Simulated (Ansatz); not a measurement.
# C₃H₅FSi: basis-set convergence

Aim: see how fast density functionals converge with the basis set for C₃H₅FSi.

Method: one geometry, several basis sets; program: Ansatz 0.2.0, Gaussian basis.

Levels to be run: PBE0-D4/def2-SVP; ωB97M-V/def2-SVP; PBE0-D4/def2-QZVPP; ωB97M-V/def2-QZVPP; the functionals' def2-TZVPP values are taken from earlier runs.

## (1) The relaxed structure

All runs share one geometry, relaxed beforehand with PBE0-D4 in a triple-zeta def2 set.

SMILES `FCC#C[SiH3]`, 10 atoms, charge 0, spin multiplicity 1.

Atoms are counted from 1 here; the program's logs count them from 0.

Bond lengths: F1–C2 1.380 Å, C2–C3 1.451 Å, C2–H6 1.095 Å, C2–H7 1.095 Å, C3–C4 1.208 Å, C4–Si5 1.822 Å, Si5–H8 1.483 Å, Si5–H9 1.483 Å, Si5–H10 1.484 Å. Angles: F1–C2–C3 111.4°, F1–C2–H6 108.1°, F1–C2–H7 108.1°, C3–C2–H6 110.2°, C3–C2–H7 110.2°, H6–C2–H7 108.7°, C2–C3–C4 179.0°, C3–C4–Si5 179.6°, C4–Si5–H8 109.5°, C4–Si5–H9 109.5°, C4–Si5–H10 108.8°, H8–Si5–H9 109.7°, H8–Si5–H10 109.6°, H9–Si5–H10 109.6°.

## (2) PBE0-D4 in def2-SVP

Input file in.yaml:

```yaml
crystal:
  periodic: [false, false, false]
  atoms:
    - {symbol: F, position_ang: [-2.355020, -0.525420, -1.793813]}
    - {symbol: C, position_ang: [-1.073998, -0.034978, -1.942306]}
    - {symbol: C, position_ang: [-0.364904, -0.013765, -0.676952]}
    - {symbol: C, position_ang: [0.241987, 0.011624, 0.367227]}
    - {symbol: Si, position_ang: [1.146233, 0.044030, 1.948547]}
    - {symbol: H, position_ang: [-1.142756, 0.976838, -2.354590]}
    - {symbol: H, position_ang: [-0.547239, -0.671298, -2.660705]}
    - {symbol: H, position_ang: [0.462085, 0.960640, 2.892736]}
    - {symbol: H, position_ang: [1.188776, -1.323013, 2.522155]}
    - {symbol: H, position_ang: [2.527936, 0.524240, 1.700598]}
basis:
  gaussian: {orbitals: def2-SVP}
hamiltonian: {xc: pbe0, dispersion: d4}
output: {orbitals: {seedname: orbitals}}
```

Run with:

```console
$ ansatz run in.yaml --threads 4 --pin off --events-out ev --progress --plain --max-ram 10444MiB
```

Further steps of the session: ωB97M-V in def2-SVP; PBE0-D4 in def2-QZVPP; ωB97M-V in def2-QZVPP.

**Question.** What will the summary of the whole plan be? Wanted: PBE0-D4: double and triple zeta above quadruple; ωB97M-V: double and triple zeta above quadruple.

The runs gave:

| quantity | value |
| --- | --- |
| PBE0-D4: double and triple zeta above quadruple | 10.25, 0.58 eV |
| ωB97M-V: double and triple zeta above quadruple | 10.46, 0.54 eV |

**Reading.** For PBE0-D4 the step from double to triple zeta gains 9.67 eV and the next only 0.58 eV. Total energies overstate the basis error of differences, where much of it tends to cancel.
